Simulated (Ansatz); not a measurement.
# C₂HCl₃Sn: up Jacob's ladder to CCSD(T)

Aim: compute C₂HCl₃Sn with functionals from several rungs and with coupled cluster. The yardstick is the atomisation energy at the CCSD(T) limit.

Program: Ansatz 0.2.0, Gaussian basis. Level of theory: functionals in def2-TZVPP, the program's frozen cores in correlated methods. These are calculated values, not measurements.

The runs, in order: LDA (SPW92), PBE-D4, revPBE-D4, BLYP-D4, r2SCAN-D4, B97M-V, PBE0-D4, B3LYP-D4, r2SCANh-D4, r2SCAN0-D4, HSE06-D4, BHLYP-D4, CAM-B3LYP-D4, LC-ωPBE, ωB97X-V, ωB97M-V, B2PLYP, PBE-QIDH; CCSD(T)/def2-SVP; CCSD(T)/def2-TZVPP; MP2/def2-QZVPP; extrapolation to the limit; RPA on PBE.

## Step 1: The relaxed structure

An earlier PBE0-D4 in a triple-zeta def2 set relaxation fixed the geometry. Sn takes the def2 core potential; no spin-orbit term is included.

7 atoms, charge 0, spin multiplicity 1.

Atoms are counted from 1 here; the program's logs count them from 0.

Bond lengths: C1–C2 1.204 Å, C1–H7 1.067 Å, C2–Sn3 2.048 Å, Sn3–Cl4 2.293 Å, Sn3–Cl5 2.293 Å, Sn3–Cl6 2.293 Å. Angles: C2–C1–H7 180.0°, C1–C2–Sn3 179.9°, C2–Sn3–Cl4 110.8°, C2–Sn3–Cl5 110.8°, C2–Sn3–Cl6 110.8°, Cl4–Sn3–Cl5 108.1°, Cl4–Sn3–Cl6 108.1°, Cl5–Sn3–Cl6 108.1°.

## Step 2: LDA

This LDA is Slater exchange with PW92 correlation.

in.yaml

```yaml
crystal:
  periodic: [false, false, false]
  atoms:
    - {symbol: C, position_ang: [1.625815, -1.402648, 0.627789]}
    - {symbol: C, position_ang: [0.751747, -0.648785, 0.285534]}
    - {symbol: Sn, position_ang: [-0.735758, 0.631918, -0.298358]}
    - {symbol: Cl, position_ang: [-2.546416, -0.531824, -1.090275]}
    - {symbol: Cl, position_ang: [-0.000872, 2.027712, -1.963156]}
    - {symbol: Cl, position_ang: [-1.433653, 1.926226, 1.461625]}
    - {symbol: H, position_ang: [2.400434, -2.070600, 0.931140]}
basis:
  gaussian: {orbitals: def2-TZVPP}
hamiltonian: {xc: lda}
output: {orbitals: {seedname: orbitals}}
```

The runs that follow: PBE-D4 (GGA); revPBE-D4 (GGA); BLYP-D4 (GGA); r2SCAN-D4 (meta-GGA); B97M-V (meta-GGA); PBE0-D4 (hybrid); B3LYP-D4 (hybrid); r2SCANh-D4 (hybrid); r2SCAN0-D4 (hybrid); HSE06-D4 (hybrid); BHLYP-D4 (hybrid); CAM-B3LYP-D4 (range-separated); LC-ωPBE-D4 (range-separated); ωB97X-V (range-separated); ωB97M-V (range-separated); B2PLYP (double hybrid); PBE-QIDH (double hybrid); CCSD(T) in def2-SVP; CCSD(T) in def2-TZVPP; MP2 in def2-QZVPP; RPA on PBE orbitals.

Q: Predict the results of all the runs planned. Wanted: atomisation energy, CCSD(T)/CBS; farthest beyond LDA; mean size of error, GGA; mean size of error, meta-GGA; mean size of error, hybrid; mean size of error, range-separated; mean size of error, double hybrid; gap, smallest and largest; T1 diagnostic.

As calculated:

```
                               quantity                                                     value
        atomisation energy, CCSD(T)/CBS                                                 26.050 eV
    functionals within 0.261 eV (1.0 %)  r2SCAN-D4, PBE0-D4, HSE06-D4, ωB97X-V, ωB97M-V, PBE-QIDH
                    farthest beyond LDA                                      BHLYP-D4 (-1.509 eV)
                mean size of error, GGA                                                  0.493 eV
           mean size of error, meta-GGA                                                  0.173 eV
             mean size of error, hybrid                                                  0.561 eV
    mean size of error, range-separated                                                  0.361 eV
      mean size of error, double hybrid                                                  0.456 eV
              gap, smallest and largest                     4.53 eV (BLYP-D4), 12.07 eV (LC-ωPBE)
                          T1 diagnostic                                                    0.0118
triples share of the correlation energy                                                     4.3 %
```

In words: LDA overbinds by 3.977 eV (15 %). PBE-D4 misses by +0.593 eV. Double hybrids carry the basis error of their MP2 part in triple zeta, and no dispersion term here, so their miss is partly the set-up's. By mean error the best rung here is meta-GGA (0.173 eV) and the worst beyond LDA is hybrid (0.561 eV). The mean of the hybrids holds BHLYP, with half exact exchange. The reference freezes the cores and leaves out spin-orbit coupling and excitations past (T), and its outer-core shells are covered unevenly, so misses under about 0.261 eV can't be ranked. All levels share the lack of spin-orbit coupling, which lowers the free heavy atoms and so the true binding. Hartree-Fock recovers 70 % of the binding; the rest is correlation. CCSD(T) in def2-SVP is off by -2.175 eV, so the small basis spoils what the method gains. The gap grows from 4.5 to 12.1 eV across the functionals, mostly with the share of exact exchange. Correlated methods include outer-core shells of Sn, which these sets cover unevenly.
